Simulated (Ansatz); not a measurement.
The system is Cu3Ni.

```
CELL_PARAMETERS angstrom
1.31616 -2.06036 0.00000
1.31616 2.06036 0.00000
0.00000 0.00000 8.24586
ATOMIC_POSITIONS crystal
Cu 0.50000 0.50000 0.24669
Cu 0.00000 0.00000 0.50000
Cu 0.50000 0.50000 0.75331
Ni 0.00000 0.00000 0.00000
```

The cell comes from a database or a generator and needn't be the stable form of this composition.

```yaml
Program: Ansatz 0.2.0
Task: single point
Functional: PBEsol
Potentials_or_basis: all-electron LAPW, scalar-relativistic
Cutoff: 332 eV (chosen from the basis error)
Basis_error_allowed: 0.001 eV/atom
k_mesh: 12 × 12 × 4
Occupations: fermi-dirac, width 0.05 eV
Spin: collinear spin, ferromagnetic start
Starting_moments: "[0.6, 0.6, 0.6, 1.0] μB"
```

On this cell: pressure -1.5 GPa; largest force 0.008 eV/Å; net moment 0.00 μB per cell; band gap on the k mesh none (metal or under the smearing width).

The same run follows on a disturbed copy (atoms moved at random, drawn with an rms of 0.05 Å):

```xyz
4
Lattice="1.3162 -2.0604 0.0000 1.3162 2.0604 0.0000 0.0000 0.0000 8.2459" Properties=species:S:1:pos:R:3 pbc="T T T"
Cu    1.3027    0.0096    1.9765
Cu   -0.0457   -0.0221    4.1505
Cu    1.3356   -0.0075    6.2288
Ni   -0.0040    0.0438    0.0349
```

Problem. What does the disturbed cell give?

Solution. The energy (extrapolated to zero smearing) moves by +10.5 meV/atom; pressure -0.7 GPa; largest force 0.845 eV/Å; net moment 0.00 μB per cell; band gap on the k mesh none (metal or under the smearing width).

Forces on the atoms (eV/Å):
```
Cu  -0.004 -0.007  0.845
Cu   0.137 -0.012 -0.325
Cu  -0.146 -0.010  0.092
Ni   0.013  0.028 -0.611
```

Stress tensor (GPa, compression positive):
```
 0.10  0.00  0.04
 0.00 -2.29  0.00
 0.04  0.00  0.01
```

Caveats: the starting moments weren't kept.
